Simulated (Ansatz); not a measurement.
# LaF4: the cost of one run

Computed with Ansatz 0.2.0 (DFT PBE, scalar-relativistic, plane waves, PAW, unless a step's input says otherwise).

**1. The structure to begin with**

It takes space group I4/mmm (No. 139, tetragonal). Conventional cell: a = 4.179 Å, b = 4.179 Å, c = 10.427 Å, α = 90.00°, β = 90.00°, γ = 90.00°. La (site symmetry 4/mmm) has 16 F at 3.15 to 3.34 Å as nearest neighbours. F (site symmetry -4m2) is surrounded by 8 F at 2.58 to 2.96 Å and 4 La at 3.34 Å. Around F (site symmetry 4mm) lie 5 F at 2.17 to 2.58 Å and 4 La at 3.15 Å.

Structure file:

```xyz
5
Lattice="-2.0896 2.0896 5.2135 2.0896 -2.0896 5.2135 2.0896 2.0896 -5.2135" Properties=species:S:1:pos:R:3 pbc="T T T"
La    0.0000    0.0000    0.0000
F     0.0000    2.0896    2.6068
F     2.0896    0.0000    2.6068
F     0.0000    0.0000    4.1262
F     0.0000    0.0000    6.3009
```

The cell is invented: species swapped into a database cell of SrAl4 (I4/mmm, No. 139), with La on the Sr sites and F on the Al sites. Lengths come from tabulated atomic sizes and are only a guess.

**2. A first look at the guess**

File input.yaml:

```yaml
crystal:
  lattice:
    - [-2.08963004, 2.08963004, 5.21353855]
    - [2.08963004, -2.08963004, 5.21353855]
    - [2.08963004, 2.08963004, -5.21353855]
  atoms:
    - { symbol: La, position: [0.0, 0.0, 0.0] }
    - { symbol: F, position: [0.75, 0.25, 0.5] }
    - { symbol: F, position: [0.25, 0.75, 0.5] }
    - { symbol: F, position: [0.39571801, 0.39571801, 0.0] }
    - { symbol: F, position: [0.60428199, 0.60428199, 0.0] }
basis:
  ecutwfc: 420
kpoints:
  mp_grid: { grid: [6, 6, 6] }
hamiltonian:
  xc: pbe
scf:
  occupations: { method: gaussian, width: 0.1 }
  lower_state_search: "off"
output:
  forces: true
  stress: true
  eigenvalues: true
```

Started as:

```
> ansatz run input.yaml --threads 1 --pin off --max-ram 2560MiB --backend cpu --events-out ev --progress --plain --runs-dir out
```

What time and memory should one allow on 1 thread of Arm Neoverse V2, shared host?

About 4.7 s, with a peak of 0.36 GiB.
